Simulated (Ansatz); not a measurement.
# CH3BF2: a dynamics run in two tries

The task is a short trajectory. SMILES of the start: CB(F)F.

All numbers below are computed with Ansatz 0.2.0 (RKS BHLYP-D4/6-31G).

## (1) The system as given

Bond lengths: B1–F2 1.343 Å, B1–C3 1.537 Å, C3–H4 1.052 Å, C3–H5 1.089 Å, C3–H6 1.109 Å, B1–F7 1.343 Å. Angles: F2–B1–C3 120.6°, F2–B1–F7 116.0°, C3–B1–F7 123.3°, B1–C3–H4 112.8°, B1–C3–H5 109.7°, B1–C3–H6 108.5°, H4–C3–H5 108.4°, H4–C3–H6 105.4°, H5–C3–H6 112.1°.

Coordinates:

```xyz
7

B     0.0251   -0.0142   -0.0265
F    -0.0089   -0.0692    1.3146
C     1.3672    0.0099   -0.7752
H     2.1125   -0.5576   -0.2956
H     1.2325   -0.3818   -1.7828
H     1.7482    1.0511   -0.7798
F    -1.1651    0.0602   -0.6438
```

## (2) The run

File input.yaml:

```yaml
crystal:
  periodic: [false, false, false]
  atoms:
    - { symbol: B, position_ang: [0.025063, -0.014186, -0.026503] }
    - { symbol: F, position_ang: [-0.008871, -0.069189, 1.314649] }
    - { symbol: C, position_ang: [1.367181, 0.009851, -0.77515] }
    - { symbol: H, position_ang: [2.11254, -0.557644, -0.295563] }
    - { symbol: H, position_ang: [1.232457, -0.381812, -1.782754] }
    - { symbol: H, position_ang: [1.748236, 1.051122, -0.779776] }
    - { symbol: F, position_ang: [-1.165115, 0.060153, -0.643785] }
basis:
  gaussian: { orbitals: "6-31G" }
hamiltonian:
  xc: { name: BHLYP }
  dispersion: d4
md:
  timestep: -0.5
  n_steps: 25
  ensemble: nvt_nose_hoover
  temperature: 1500.0
  initial_velocities: maxwell_boltzmann
  seed: 498955
```

Command:

```bash
$ ansatz run input.yaml --threads 1 --pin off --max-ram 2048MiB --backend cpu --events-out ev --progress --plain --runs-dir out
```

What does the calculation give? Wanted: first try.

As calculated:

```
 quantity                      value
first try                    refused
    cause  the time step is negative
```

**Reading.** The fault in the first input was caught at the input check and cost nothing.
